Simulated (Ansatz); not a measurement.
# CH₅GaN₂: ionisation energy by level of theory

The task here is to estimate one member of a computed series from the others.

Program: Ansatz 0.2.0, Gaussian basis. Level of theory: unrestricted cation, the program's frozen cores in correlated methods. These are calculated values, not measurements.

The runs, in order: UKS PBE-D4/def2-TZVPP; UKS r2SCAN-D4/def2-TZVPP; UKS PBE0-D4/def2-TZVPP; UKS B3LYP-D4/def2-TZVPP; UKS wB97X-V/def2-TZVPP; UKS wB97M-V/def2-TZVPP; UKS B2PLYP/def2-TZVPP; UHF-CCSD(T)/def2-TZVPP; UHF-MP2/def2-QZVPP; extrapolation to the limit; then −ε(HOMO) from the neutral's earlier runs with LDA (SPW92), PBE-D4, revPBE-D4, BLYP-D4, r2SCAN-D4, B97M-V, PBE0-D4, B3LYP-D4, r2SCANh-D4, r2SCAN0-D4, HSE06-D4, BHLYP-D4, CAM-B3LYP-D4, LC-ωPBE, ωB97X-V, ωB97M-V.

## Structure used throughout

An earlier PBE0-D4 in a triple-zeta def2 set relaxation fixed the geometry.

SMILES `N=[CH][GaH][NH2]`, 9 atoms, charge 0, spin multiplicity 1.

Atoms are counted from 1 here; the program's logs count them from 0.

Bond lengths: N1–C2 1.272 Å, N1–H5 1.024 Å, C2–Ga3 1.987 Å, C2–H6 1.101 Å, Ga3–N4 1.805 Å, Ga3–H7 1.561 Å, N4–H8 1.007 Å, N4–H9 1.004 Å. Angles: C2–N1–H5 111.9°, N1–C2–Ga3 116.2°, N1–C2–H6 121.2°, Ga3–C2–H6 122.6°, C2–Ga3–N4 112.2°, C2–Ga3–H7 127.4°, N4–Ga3–H7 120.4°, Ga3–N4–H8 120.8°, Ga3–N4–H9 126.2°, H8–N4–H9 113.1°.

The first run:

Contents of in.yaml:

```yaml
crystal:
  periodic: [false, false, false]
  atoms:
    - {symbol: N, position_ang: [-1.508380, 0.972403, 0.032646]}
    - {symbol: C, position_ang: [-0.291732, 1.309921, 0.184284]}
    - {symbol: Ga, position_ang: [1.046342, -0.153776, 0.061160]}
    - {symbol: N, position_ang: [0.276205, -1.755205, -0.257098]}
    - {symbol: H, position_ang: [-2.140096, 1.775029, 0.108417]}
    - {symbol: H, position_ang: [-0.009227, 2.357709, 0.372718]}
    - {symbol: H, position_ang: [2.596172, -0.036509, 0.207160]}
    - {symbol: H, position_ang: [-0.722762, -1.836367, -0.351830]}
    - {symbol: H, position_ang: [0.753468, -2.633204, -0.357437]}
basis:
  gaussian: {orbitals: def2-TZVPP}
total_charge: 1
magnetization: {spin_polarized: true, initial_magnetization: 1}
hamiltonian: {xc: pbe, dispersion: d4}
```

Launch:

```bash
> ansatz run in.yaml --threads 2 --pin off --events-out ev --progress --plain --max-ram 32768MiB --backend cpu
```

Steps of the session up to this table: Cation, UKS PBE-D4/def2-TZVPP; Cation, UKS r2SCAN-D4/def2-TZVPP; Cation, UKS PBE0-D4/def2-TZVPP; Cation, UKS B3LYP-D4/def2-TZVPP; Cation, UKS wB97X-V/def2-TZVPP; Cation, UKS wB97M-V/def2-TZVPP; Cation, UKS B2PLYP (frozen core)/def2-TZVPP; Cation, UHF-CCSD(T)/def2-TZVPP; Cation, UHF-MP2/def2-QZVPP.

One table of the session follows, with a row left open; its other results are not shown here.

For comparison, −ε(HOMO) of the neutral from earlier runs:

| functional | −ε(HOMO) (eV) |
| --- | --- |
| LDA (SPW92) | 5.62 |
| PBE-D4 | 5.54 |
| revPBE-D4 | 5.50 |
| BLYP-D4 | 5.46 |
| r2SCAN-D4 | 5.81 |
| B97M-V | 5.97 |
| PBE0-D4 | 6.91 |
| B3LYP-D4 | 6.71 |
| r2SCANh-D4 | 6.33 |
| r2SCAN0-D4 | 7.10 |
| HSE06-D4 | ? |
| BHLYP-D4 | 8.23 |
| CAM-B3LYP-D4 | 8.31 |
| LC-ωPBE | 9.62 |
| ωB97X-V | 9.31 |
| ωB97M-V | 9.19 |

Estimate the missing values for HSE06-D4.

The run gave: −ε(HOMO) (eV): 6.51. In the column «−ε(HOMO) (eV)» it lies between r2SCANh-D4 (6.33) and B3LYP-D4 (6.71).

To keep in mind: The cation may have settled in a state other than its lowest; no search over hole states beyond the program's own was made.
